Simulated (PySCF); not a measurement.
# CH3Br3Sn (SnMeBr3): the cost of one run

Programs: PySCF 2.14.0, with routines of our own; each step states its level. All values are computed. Atoms count from 0.

### 1 The starting structure

8 atoms, charge 0, multiplicity 1; geometry from: GFN2-xTB.

### 2 Geometry optimisation at PBE0-D3(BJ)/def2-SVP

Job settings and geometry (Å):

```
{"job": {"xc": "PBE0", "basis": "def2-SVP", "d3": "d3bj", "grid": 1, "maxiter": 30, "shake": 0.03, "kind": "geom"}, "charge": 0, "multiplicity": 1}
Sn     0.059280    -0.073330    -0.880390
C     -0.014200    -0.018120     1.343910
H     -1.089620     0.048180     1.647680
H      0.672450     0.864750     1.662340
H      0.458670    -0.950620     1.634590
Br     2.344270     0.001390    -1.835340
Br    -1.138140     2.053430    -1.814250
Br    -1.154480    -2.011330    -1.842250
```

Launch:

```console
$ OMP_NUM_THREADS=1 python heavy_run.py task.json out
```

One launch serves the whole session: the jobs run in the order shown.

**Question.** How long does this first job take on 1 thread of Arm Neoverse V1, shared host, and how much memory does it need?

About 2.7 min, with a peak of 0.75 GiB.
